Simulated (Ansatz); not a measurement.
# FeSi: the cost of one run

Program: Ansatz 0.2.0. Level of theory: DFT PBE, scalar-relativistic, plane waves, PAW. These are calculated values, not measurements.

The COD entry's cell or inner coordinates are ideal or old and differ from later refinements, so a difference from it is no clean test against experiment.

### 1 The starting structure

Symmetry: P2_13, No. 198, cubic system. The conventional cell has a = 4.380 Å, b = 4.380 Å, c = 4.380 Å, α = 90.00°, β = 90.00°, γ = 90.00°. Around Fe (site symmetry 3) lie 7 Si at 2.23 to 2.46 Å. Si (site symmetry 3) is surrounded by 7 Fe at 2.23 to 2.46 Å.

As a file:

```cif
data_structure
_symmetry_space_group_name_H-M 'P 1'
_symmetry_Int_Tables_number 1
_cell_length_a 4.3800
_cell_length_b 4.3800
_cell_length_c 4.3800
_cell_angle_alpha 90.000
_cell_angle_beta 90.000
_cell_angle_gamma 90.000
_cell_volume 84.03
loop_
_atom_site_label
_atom_site_type_symbol
_atom_site_fract_x
_atom_site_fract_y
_atom_site_fract_z
_atom_site_occupancy
Fe1 Fe 0.13652 0.13652 0.13652 1
Fe2 Fe 0.36348 0.86348 0.63652 1
Fe3 Fe 0.63652 0.36348 0.86348 1
Fe4 Fe 0.86348 0.63652 0.36348 1
Si1 Si 0.84240 0.84240 0.84240 1
Si2 Si 0.65760 0.15760 0.34240 1
Si3 Si 0.34240 0.65760 0.15760 1
Si4 Si 0.15760 0.34240 0.65760 1
```

The structure rests on an entry of the Crystallography Open Database; cell or positions may have been set otherwise for this series.

### 2 Relaxing the atoms: FeSi, no spin

input.yaml

```yaml
crystal:
  lattice:
    - [4.38, 0.0, 0.0]
    - [0.0, 4.38, 0.0]
    - [0.0, 0.0, 4.38]
  atoms:
    - { symbol: Fe, position: [0.13652, 0.13652, 0.13652] }
    - { symbol: Fe, position: [0.36348, 0.86348, 0.63652] }
    - { symbol: Fe, position: [0.63652, 0.36348, 0.86348] }
    - { symbol: Fe, position: [0.86348, 0.63652, 0.36348] }
    - { symbol: Si, position: [0.8424, 0.8424, 0.8424] }
    - { symbol: Si, position: [0.6576, 0.1576, 0.3424] }
    - { symbol: Si, position: [0.3424, 0.6576, 0.1576] }
    - { symbol: Si, position: [0.1576, 0.3424, 0.6576] }
scf:
  occupations: { method: fixed }
output:
  forces: true
  stress: true
  write_density: true
  write_potential: true
  elf: true
  volumetric_format: npy
hamiltonian:
  xc: pbe
relax:
  f_tol: 0.003
kpoints:
  mp_grid: { grid: [8, 8, 8] }
```

Run with:

```console
ansatz run input.yaml --threads 4 --pin off --max-ram 8192MiB --backend cpu --events-out ev --progress --plain --runs-dir out
```

Q: Estimate wall time and peak memory on 4 threads of Intel Xeon Platinum 8175M at 2.50GHz (Skylake/Cascade Lake), shared host.

About 15 s, with a peak of 0.59 GiB.
